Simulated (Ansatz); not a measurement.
The system is Mg3Co.

```
Co Mg
1.0
     0.00000    3.25418    3.25418
     3.25418    0.00000    3.25418
     3.25418    3.25418    0.00000
Co Mg
1 3
Direct
  0.00000 0.00000 0.00000
  0.75000 0.75000 0.75000
  0.50000 0.50000 0.50000
  0.25000 0.25000 0.25000
```

The cell comes from a database or a generator and needn't be the stable form of this composition.

| Quantity | Value |
| --- | --- |
| Program | Ansatz 0.2.0 |
| Task | single point |
| Functional | PBE |
| Potentials or basis | Ansatz PAW |
| Cutoff | 420 eV (not typed: the program's choice for these potentials) |
| k mesh | 7 × 7 × 7 |
| Occupations | fermi-dirac, width 0.05 eV |
| Spin | collinear spin, ferromagnetic start |
| Starting moments | [2.0, 0.0, 0.0, 0.0] μB |

On this cell: pressure 0.3 GPa; largest force zero by symmetry; net moment 0.51 μB per cell; site moments Co +0.58; Mg -0.01 μB; band gap on the k mesh none (metal or under the smearing width).

The same run follows on a disturbed copy (atoms moved at random, drawn with an rms of 0.05 Å):

```
CELL_PARAMETERS angstrom
0.00000 3.25418 3.25418
3.25418 0.00000 3.25418
3.25418 3.25418 0.00000
ATOMIC_POSITIONS crystal
Co 0.01412 0.99632 0.99475
Mg 0.74961 0.74957 0.75133
Mg 0.49481 0.51222 0.50511
Mg 0.25395 0.24960 0.25059
```

Problem. What does the disturbed cell give?

Solution. The energy (extrapolated to zero smearing) moves by +2.5 meV/atom; pressure 0.4 GPa; largest force 0.264 eV/Å; net moment 0.51 μB per cell; site moments Co +0.58; Mg -0.01 μB; band gap on the k mesh none (metal or under the smearing width).

Forces in eV/Å, atoms in the order of the input:
```
Co   0.031 -0.034 -0.068
Mg   0.095  0.048  0.128
Mg  -0.239  0.027 -0.108
Mg   0.114 -0.040  0.048
```

Stress tensor (GPa, compression positive):
```
 0.32  0.10  0.12
 0.10  0.38 -0.01
 0.12 -0.01  0.37
```
